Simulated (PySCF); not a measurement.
# HO2Tm (Tm(O)(OH)): the cost of one run

Program: PySCF 2.14.0. Level of theory: several levels, as the steps say, no spin–orbit coupling. These are calculated values, not measurements.

1 further run of the same task is left out (for a known fault of the program).

**1. The system as given**

4 atoms, charge 0, spin multiplicity 1.

Bond lengths: Tm1–O2 1.815 Å, Tm1–O3 2.023 Å, O3–H4 0.959 Å. Angles: O2–Tm1–O3 112.9°, Tm1–O3–H4 140.0°.

Coordinates:

```
atom     x (Å)     y (Å)     z (Å)
 Tm1  -0.01897  -0.04357  -0.40065
  O2   1.24310   0.03107   0.90122
  O3  -1.90504   0.02319   0.32844
  H4  -2.36711   0.07811   1.16742
```

Formal oxidation states: Tm +3. Each metal's 12 4f electrons lie in its core potential, so multiplicities, spins and levels count the valence alone. An earlier session relaxed this geometry at PBE0, Tm lcecp-1-SVP with ECP58, O def2-SVP, H def2-SVP (singlet, point group Cs).

At PBE0 on the finer grid: E = -189.649390 Eh, HOMO -6.28 eV, LUMO -2.24 eV, Mulliken charge on Tm1 +0.79 e, largest force component 0.011 eV/Å. 

Levels to run: wB97X; CAM-B3LYP; PBE0, TZVP. Hardware: 2 threads of Arm Neoverse V1, shared host.

**2. wB97X**

run.py (the lines that set the calculation) reads:

```python
mol = gto.M(atom='''
Tm    -0.01897    -0.04357    -0.40065
O      1.24310     0.03107     0.90122
O     -1.90504     0.02319     0.32844
H     -2.36711     0.07811     1.16742''',
    basis={'Tm': 'lcecp-1-SVP', 'O': 'def2-SVP', 'H': 'def2-SVP'},
    ecp={'Tm': 'lcecp-1-SVP'},
    charge=0, spin=0)
mf = dft.RKS(mol, xc='WB97X')
mf.grids.atom_grid = (75, 302)  # f atoms: unpruned, at least (60, 302)
mf = mf.density_fit()  # fitting sets: Tm AutoAux, O def2-universal-JKFIT, H def2-universal-JKFIT
mf.conv_tol = 1e-08; mf.max_cycle = 55
mf.kernel(dm0)  # dm0: the density of the relaxed state
```

Run with:

```
OMP_NUM_THREADS=2 python run.py
```

**Question.** How long does this run take on 2 threads of Arm Neoverse V1, shared host?

About 5.7 s.
